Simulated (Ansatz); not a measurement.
# F3HSZr: small, medium and large basis sets

How large a basis does F3HSZr need? Two functionals are run in growing sets.

The runs use Ansatz 0.2.0, Gaussian basis; one geometry, several basis sets.

Levels to be run: PBE0-D4/def2-SVP; ωB97M-V/def2-SVP; PBE0-D4/def2-QZVPP; ωB97M-V/def2-QZVPP; the functionals' def2-TZVPP values are taken from earlier runs.

## Step 1: The relaxed structure

All runs share one geometry, relaxed beforehand with PBE0-D4 in a triple-zeta def2 set. Zr takes the def2 core potential; no spin-orbit term is included.

SMILES `[F][Zr]([F])([F])[SH]`, 6 atoms, charge 0, spin multiplicity 1.

Atoms are counted from 1 here; the program's logs count them from 0.

Bond lengths: F1–Zr2 1.888 Å, Zr2–F3 1.892 Å, Zr2–F4 1.892 Å, Zr2–S5 2.441 Å, S5–H6 1.348 Å. Angles: F1–Zr2–F3 111.5°, F1–Zr2–F4 111.8°, F1–Zr2–S5 107.1°, F3–Zr2–F4 107.2°, F3–Zr2–S5 109.6°, F4–Zr2–S5 109.5°, Zr2–S5–H6 91.1°.

## Step 2: PBE0-D4 in def2-SVP

Input file in.yaml:

```yaml
crystal:
  periodic: [false, false, false]
  atoms:
    - {symbol: F, position_ang: [-0.330187, -1.837130, 1.351140]}
    - {symbol: Zr, position_ang: [0.161581, -0.549048, 0.060621]}
    - {symbol: F, position_ang: [2.027737, -0.235299, 0.067941]}
    - {symbol: F, position_ang: [-0.308313, -1.093735, -1.689534]}
    - {symbol: S, position_ang: [-1.018968, 1.513755, 0.617725]}
    - {symbol: H, position_ang: [-0.489851, 2.137457, -0.453994]}
basis:
  gaussian: {orbitals: def2-SVP}
hamiltonian: {xc: pbe0, dispersion: d4}
output: {orbitals: {seedname: orbitals}}
```

The runs that follow: ωB97M-V in def2-SVP; PBE0-D4 in def2-QZVPP; ωB97M-V in def2-QZVPP.

**Question.** What will the summary of the whole plan be? Wanted: PBE0-D4: double and triple zeta above quadruple; ωB97M-V: double and triple zeta above quadruple.

As calculated:

| quantity | value |
| --- | --- |
| PBE0-D4: double and triple zeta above quadruple | 15.03, 0.86 eV |
| ωB97M-V: double and triple zeta above quadruple | 15.16, 0.81 eV |

**Reading.** For PBE0-D4 the step from double to triple zeta gains 14.17 eV and the next only 0.86 eV. Total energies overstate the basis error of differences, where much of it tends to cancel.
